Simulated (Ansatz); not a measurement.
**CsRb3Tb: from a guess to a relaxed structure**

Aim: relax a trial structure of CsRb3Tb and see where it ends.

Computed with Ansatz 0.2.0 (DFT PBE, scalar-relativistic, plane waves, PAW; 4f electrons in the core of a trivalent norm-conserving potential, unless a step's input says otherwise).

2 further runs of the same task are left out: 1 that didn't finish, 1 set aside as unsound or not needed.

**1. Starting point**

Symmetry: Pm-3m, No. 221, cubic system. Conventional cell: a = 5.908 Å, b = 5.908 Å, c = 5.908 Å, α = 90.00°, β = 90.00°, γ = 90.00°. Around Cs (site symmetry m-3m) lie 12 Rb at 4.18 Å. Rb (site symmetry 4/mmm) has 2 Tb at 2.95 Å as nearest neighbours. Around Tb (site symmetry m-3m) lie 6 Rb at 2.95 Å.

Coordinates:

```cif
data_structure
_symmetry_space_group_name_H-M 'P 1'
_symmetry_Int_Tables_number 1
_cell_length_a 5.9078
_cell_length_b 5.9078
_cell_length_c 5.9078
_cell_angle_alpha 90.000
_cell_angle_beta 90.000
_cell_angle_gamma 90.000
_cell_volume 206.20
loop_
_atom_site_label
_atom_site_type_symbol
_atom_site_fract_x
_atom_site_fract_y
_atom_site_fract_z
_atom_site_occupancy
Cs1 Cs 0.50000 0.50000 0.50000 1
Rb1 Rb 0.50000 0.00000 0.00000 1
Rb2 Rb 0.00000 0.50000 0.00000 1
Rb3 Rb 0.00000 0.00000 0.50000 1
Tb1 Tb 0.00000 0.00000 0.00000 1
```

A structure generator made this guess: random cell by space group and Wyckoff sites (Pm-3m, No. 221). Lengths come from tabulated atomic sizes and are only a guess.

**2. A first look at the guess**

input.yaml

```yaml
crystal:
  lattice:
    - [5.90783816, 0.0, 0.0]
    - [0.0, 5.90783816, 0.0]
    - [0.0, 0.0, 5.90783816]
  atoms:
    - { symbol: Cs, position: [0.5, 0.5, 0.5] }
    - { symbol: Rb, position: [0.5, 0.0, 0.0] }
    - { symbol: Rb, position: [0.0, 0.5, 0.0] }
    - { symbol: Rb, position: [0.0, 0.0, 0.5] }
    - { symbol: Tb, position: [0.0, 0.0, 0.0] }
basis:
  ecutwfc: 690
kpoints:
  mp_grid: { grid: [4, 4, 4] }
hamiltonian:
  xc: pbe
  pseudopotentials:
    kind: paw
    azcp: { Tb: "pseudopotentials/pbe/nc/lanthanide_3plus/Tb.nc.azcp" }
scf:
  occupations: { method: gaussian, width: 0.1 }
  lower_state_search: "off"
output:
  forces: true
  stress: true
  eigenvalues: true
```

Launch:

```sh
> ansatz run input.yaml --threads 1 --pin off --max-ram 2560MiB --backend cpu --events-out ev --progress --plain --runs-dir out
```

Further runs follow: a loose first relaxation; relaxation on the finer mesh.

Before running it: what results should come out? Wanted: conventional cell; volume; energy over the elements; gap on the mesh.

**Answer**, as computed:

```
                              quantity                                                                      value
symmetry at the end (tolerance 0.05 Å)                                                space group Pm-3m (No. 221)
                     conventional cell  a = 7.976 Å, b = 7.976 Å, c = 7.976 Å, α = 90.00°, β = 90.00°, γ = 90.00°
                                volume                                                             101.49 Å³/atom
              energy over the elements                                                              +0.70 eV/atom
                       gap on the mesh                                                               none (metal)
```

The space group Pm-3m (No. 221) is kept, and the volume per atom grows by 146.1 % from the first guess. The formation energy is positive, so the separate elements lie lower. No finished test with a distortion of lower symmetry is shown, so the end may be a saddle point. The runs treat Tb without spin-orbit coupling. The lanthanide's 4f electrons sit in the core of its potential, so it is trivalent by construction and shows no f bands or moments.
